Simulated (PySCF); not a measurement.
**Co₂H₄: relaxation and vibrations of the singlet**

Where does singlet Co₂H₄ go from a ethylene-like start, is the end point a minimum, and what are its modes, charges and moments?

Method: PBE0, basis Co def2-TZVP, H def2-TZVP, no relativity, density fitting; program: PySCF 2.14.0.

## (1) The system as given

6 atoms, charge 0, spin multiplicity 1.

Bond lengths: Co1–Co2 2.220 Å, Co1–H3 1.430 Å, Co1–H4 1.430 Å, Co2–H5 1.430 Å, Co2–H6 1.430 Å. Angles: Co2–Co1–H3 120.0°, Co2–Co1–H4 120.0°, H3–Co1–H4 118.6°, Co1–Co2–H5 120.0°, Co1–Co2–H6 120.0°, H5–Co2–H6 118.6°.

Z-matrix (Å, degrees; charge 0 multiplicity 1):
```
Co
Co 1 2.2200
H  1 1.4304 2 119.99
H  1 1.4304 2 119.99 3 166.09
H  2 1.4304 1 119.99 3 13.91
H  2 1.4304 1 119.99 3 180.00
```

## (2) Finding the electronic state

The steps below are one call of a driver around PySCF. For each, scf.py gives the equivalent set-up of the SCF; relaxations use the driver's own optimiser. After this first run the driver tries any further starts and a stability analysis.

Input file scf.py:

```python
from pyscf import gto, scf, dft
mol = gto.M(atom='''
Co     1.110000     0.000000     0.000000
Co    -1.110000     0.000000     0.000000
H      1.825000     1.229800     0.150000
H      1.825000    -1.229800     0.150000
H     -1.825000     1.229800    -0.150000
H     -1.825000    -1.229800    -0.150000''',
    basis={'Co': 'def2-TZVP', 'H': 'def2-TZVP'},
    charge=0, spin=0)
mf = dft.RKS(mol, xc='PBE0')
mf.grids.atom_grid = (50, 194)
aux = {'Co': 'def2-universal-JKFIT', 'H': 'def2-universal-JKFIT'}
mf = mf.density_fit(auxbasis=aux)
mf.conv_tol = 1e-08
mf.diis_space = 10
mf.max_cycle = 60
mf.init_guess = 'minao'
mf.verbose = 4
mf.kernel()
```

The run is started by

```bash
$ OMP_NUM_THREADS=4 python axn.py task.json out
```

The runs that follow: Relaxation: ethylene-like start, singlet; Vibrations and properties at this point; Leaving the saddle point; Is it a minimum? Harmonic modes.

**Question.** What will these runs give? Wanted: minimum; geometry; wavenumbers; dipole moment; highest occupied, lowest empty level; polar-tensor charge of Co1; zero-point energy; atomisation energy.

As calculated:

| quantity | value |
| --- | --- |
| minimum | singlet, C2 |
| geometry | Co–Co 2.082 Å, Co–H 1.455 Å (×2), Co–H 1.487 Å (×2); Co–Co–H 64.3° (×2), Co–Co–H 113.6° (×2), H–Co–H 89.8° (×2) |
| wavenumbers (cm⁻¹) | 296 (a), 336 (b), 358 (a), 522 (a), 683 (b), 698 (a), 736 (b), 771 (a), 1892 (b), 1908 (a), 2058 (b), 2066 (a) |
| dipole moment | 0.57 D |
| highest occupied, lowest empty level | -6.69, -2.76 eV |
| polar-tensor charge of Co1 | +0.46 e |
| zero-point energy | 73.7 kJ/mol |
| entropy at 298.15 K | 283.8 J/(mol K) |
| atomisation energy (no zero-point energy) | 868 kJ/mol |

In words: The ethylene-like start (C2h) ends in a minimum of C2 symmetry, after a stop at a saddle point 5.5 kJ/mol higher, from which it was pushed off along an imaginary mode. In the infrared the band at 2058 cm⁻¹ (b) leads. The first SCF alone would have been 3 kJ/mol too high. Other starts or spin states, not run here, may lie lower. The stability of the closed-shell solution was not tested.
